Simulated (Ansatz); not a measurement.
BiTe: equation of state with PBE

Crystal: BiTe.

```
CELL_PARAMETERS angstrom
0.00000 3.23500 3.23500
3.23500 0.00000 3.23500
3.23500 3.23500 0.00000
ATOMIC_POSITIONS crystal
Bi 0.00000 0.00000 0.00000
Te 0.50000 0.50000 0.50000
```

```json
{"Program": "Ansatz 0.2.0", "Task": "equation of state", "Functional": "PBE", "Potentials or basis": "Ansatz PAW", "Cutoff": "420 eV", "Density cutoff": "1680 eV", "k mesh": "7 × 7 × 7", "Occupations": "fermi-dirac, width 0.05 eV", "Spin": "no spin polarisation"}
```

The equilibrium volume is 34.50 Å³/atom and the bulk modulus is 47 GPa. The pressure derivative of the bulk modulus is 4.4.

Energy against volume, from the lowest point:
| volume (Å³/atom) | energy (meV/atom) |
| --- | --- |
| 31.824 | 34.93 |
| 32.501 | 18.77 |
| 33.178 | 7.92 |
| 33.855 | 1.82 |
| 34.532 | 0.00 |
| 35.209 | 2.02 |
| 35.886 | 7.50 |

All runs of the series together: 8 s on 2 threads of Arm Neoverse V1 (shared host).

 Zero-point motion and thermal expansion aren't in these numbers.
